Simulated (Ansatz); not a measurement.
# BrGaH4: the cost of one run

Program: Ansatz 0.2.0. Level of theory: RKS PBE-D4/def2-SVPD. These are calculated values, not measurements.

## Step 1: Starting point

Bond lengths: Ga1–Br2 2.822 Å, Ga1–H3 1.550 Å, Ga1–H4 1.550 Å. Angles: Br2–Ga1–H3 112.8°, Br2–Ga1–H4 110.1°, H3–Ga1–H4 130.4°.

Structure file:

```xyz
6

Ga   -0.6096    0.1672   -0.5066
Br    0.1029   -1.2391    1.8344
H    -0.7405   -0.7547   -1.7457
H    -1.3686    1.4672   -0.1376
H     1.2632   -0.0977    0.6777
H     1.3526    0.4573   -0.1221
```

## Step 2: A restrained relaxation towards end A

Springs on the bonds that form and break draw the guess towards this end; the thresholds are loose.

input.yaml

```yaml
crystal:
  periodic: [false, false, false]
  atoms:
    - { symbol: Ga, position_ang: [-0.6096, 0.1672, -0.5066] }
    - { symbol: Br, position_ang: [0.1029, -1.2391, 1.8344] }
    - { symbol: H, position_ang: [-0.7405, -0.7547, -1.7457] }
    - { symbol: H, position_ang: [-1.3686, 1.4672, -0.1376] }
    - { symbol: H, position_ang: [1.2632, -0.0977, 0.6777] }
    - { symbol: H, position_ang: [1.3526, 0.4573, -0.1221] }
basis:
  gaussian: { orbitals: def2-SVPD }
hamiltonian:
  xc: pbe
  dispersion: d4
relax:
  f_tol: 0.15
  max_steps: 25
  restrain:
    - { distance: [0, 5], at: 2.83, k: 30.0 }
    - { distance: [4, 1], at: 2.81, k: 30.0 }
    - { distance: [0, 1], at: 2.42, k: 30.0 }
    - { distance: [4, 5], at: 0.62, k: 30.0 }
```

Started as:

```sh
ansatz run input.yaml --threads 2 --pin off --max-ram 3072MiB --backend cpu --events-out ev --progress --plain --runs-dir out
```

What time and memory should one allow on 2 threads of Intel Xeon Platinum 8375C at 2.90GHz (Ice Lake), shared host?

About 12 s, with a peak of 0.18 GiB.
